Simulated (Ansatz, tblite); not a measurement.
# (AgH)4 ring (Ag4H4): rung by rung

How do method and basis change the picture of (AgH)4 ring (Ag4H4) (singlet)?

Program: Ansatz 0.2.0, Gaussian basis. Level of theory: as each input shows. These are calculated values, not measurements.

Levels to be run: GFN1-xTB, GFN2-xTB, PBE-D4/def2-TZVP, r2SCAN-D4/def2-TZVP, HSE06-D4/def2-TZVP, B97M-V/def2-TZVP, HF/def2-TZVP, ωB97X-V/def2-TZVP, B2PLYP/def2-TZVP, revPBE-D4/def2-TZVP, LC-ωPBE/def2-TZVP, PBE-D4/def2-SVP, PBE0-D4/def2-SVP, PBE0-D4/def2-TZVPD, PBE-D4/def2-TZVPD, r2SCAN-D4/def2-TZVPD, CCSD(T)/def2-SVP, MP2/def2-TZVP, RPA/def2-TZVP.

2 further runs of the same task are left out: 2 set aside as unsound or not needed. Runs told in other sessions of the task aren't counted.

### Step 1. The relaxed structure

The geometry is that of the singlet, from an earlier relaxation (PBE0-D4/def2-SVP).

8 atoms, charge 0, spin multiplicity 1.

Bond lengths: Ag1–H2 1.789 Å, Ag1–Ag3 2.737 Å, Ag1–Ag7 2.737 Å, Ag1–H8 1.789 Å, H2–Ag3 1.789 Å, Ag3–H4 1.789 Å, Ag3–Ag5 2.737 Å, H4–Ag5 1.789 Å, Ag5–H6 1.789 Å, Ag5–Ag7 2.737 Å, H6–Ag7 1.789 Å, Ag7–H8 1.789 Å. Angles: H2–Ag1–Ag3 40.1°, H2–Ag1–Ag7 130.1°, H2–Ag1–H8 170.2°, Ag3–Ag1–Ag7 90.0°, Ag3–Ag1–H8 130.1°, Ag7–Ag1–H8 40.1°, Ag1–H2–Ag3 99.8°, Ag1–Ag3–H2 40.1°, Ag1–Ag3–H4 130.1°, Ag1–Ag3–Ag5 90.0°, H2–Ag3–H4 170.2°, H2–Ag3–Ag5 130.1°, H4–Ag3–Ag5 40.1°, Ag3–H4–Ag5 99.8°, Ag3–Ag5–H4 40.1°, Ag3–Ag5–H6 130.1°, Ag3–Ag5–Ag7 90.0°, H4–Ag5–H6 170.2° and more.

Ag takes a core potential in the def2 sets. No spin-orbit coupling is included.

PBE0-D4/def2-TZVP was run before; its log isn't repeated, and its numbers join the tables.

### Step 2. GFN1-xTB

Tight binding, by tblite at 300 K electronic temperature and without a spin-polarisation term:

```python
tblite.interface.Calculator('GFN1-xTB', numbers, positions, charge=0, uhf=0).singlepoint()
```

Energy -475.7297 eV, HOMO -10.72 eV, LUMO -7.49 eV; 0.009 s.

### Step 3. GFN2-xTB

Tight binding, by tblite at 300 K electronic temperature and without a spin-polarisation term:

```python
tblite.interface.Calculator('GFN2-xTB', numbers, positions, charge=0, uhf=0).singlepoint()
```

Energy -483.7520 eV, HOMO -9.28 eV, LUMO -6.70 eV; 0.007 s.

### Step 4. PBE-D4/def2-TZVP

start.molden holds the orbitals of an earlier run on this state, given as this run's starting guess.

Contents of in.yaml:

```yaml
crystal:
  periodic: [false, false, false]
  atoms:
    - {symbol: Ag, position_ang: [-0.423852, 1.641532, -0.932930]}
    - {symbol: H, position_ang: [0.630050, 2.424182, 0.282380]}
    - {symbol: Ag, position_ang: [1.107663, 0.990547, 1.239687]}
    - {symbol: H, position_ang: [1.410272, -0.599659, 2.001241]}
    - {symbol: Ag, position_ang: [0.423805, -1.641533, 0.932968]}
    - {symbol: H, position_ang: [-0.629619, -2.424257, -0.282751]}
    - {symbol: Ag, position_ang: [-1.107617, -0.990563, -1.239719]}
    - {symbol: H, position_ang: [-1.410713, 0.599762, -2.000887]}
basis:
  gaussian: {orbitals: def2-TZVP, initial_orbitals: start.molden}
hamiltonian: {xc: pbe, dispersion: d4}
scf: {omitted_lower_state_checks: [starts]}
output: {orbitals: {seedname: orbitals}}
```

Launch:

```bash
$ ansatz run in.yaml --threads 4 --pin off --events-out ev --progress --plain --max-ram 3916MiB
```

Further steps of the session: r2SCAN-D4/def2-TZVP; HSE06-D4/def2-TZVP; B97M-V/def2-TZVP; HF/def2-TZVP; ωB97X-V/def2-TZVP; B2PLYP/def2-TZVP; revPBE-D4/def2-TZVP; LC-ωPBE/def2-TZVP; PBE-D4/def2-SVP; PBE0-D4/def2-SVP; PBE0-D4/def2-TZVPD; PBE-D4/def2-TZVPD; r2SCAN-D4/def2-TZVPD; CCSD(T)/def2-SVP; MP2/def2-TZVP; RPA/def2-TZVP.

Q: Predict the results of all the runs planned. Wanted: gap in def2-TZVP, named functionals and Hartree-Fock, smallest and largest; correlation energy, CCSD(T)/def2-SVP; correlation energy, MP2/def2-TZVP; binding an atom, CCSD(T)/def2-SVP; PBE0 total energy, smallest basis above largest.

**Answer**, as computed:

```
                                                                  quantity                            value
gap in def2-TZVP, named functionals and Hartree-Fock, smallest and largest  3.58 eV (PBE-D4), 10.65 eV (HF)
                                      correlation energy, CCSD(T)/def2-SVP                        -40.53 eV
                                         correlation energy, MP2/def2-TZVP                        -55.54 eV
                                         binding an atom, CCSD(T)/def2-SVP                         1.949 eV
                           PBE0 total energy, smallest basis above largest   4.09 eV (def2-SVP, def2-TZVPD)
```

What this shows: Over the named functionals and Hartree-Fock in def2-TZVP the gap runs from 3.58 eV (PBE-D4) to 10.65 eV (HF); exact exchange widens it. The functionals in def2-TZVP miss CCSD(T)/def2-SVP by -0.056 (revPBE-D4) to +0.077 eV (r2SCAN-D4) an atom. The yardstick is in a double-zeta basis, so levels in larger sets aren't compared like for like. The reference is CCSD(T) in one finite basis, so it carries an error of its own, often a tenth of an eV or more, and near misses can't be ranked.
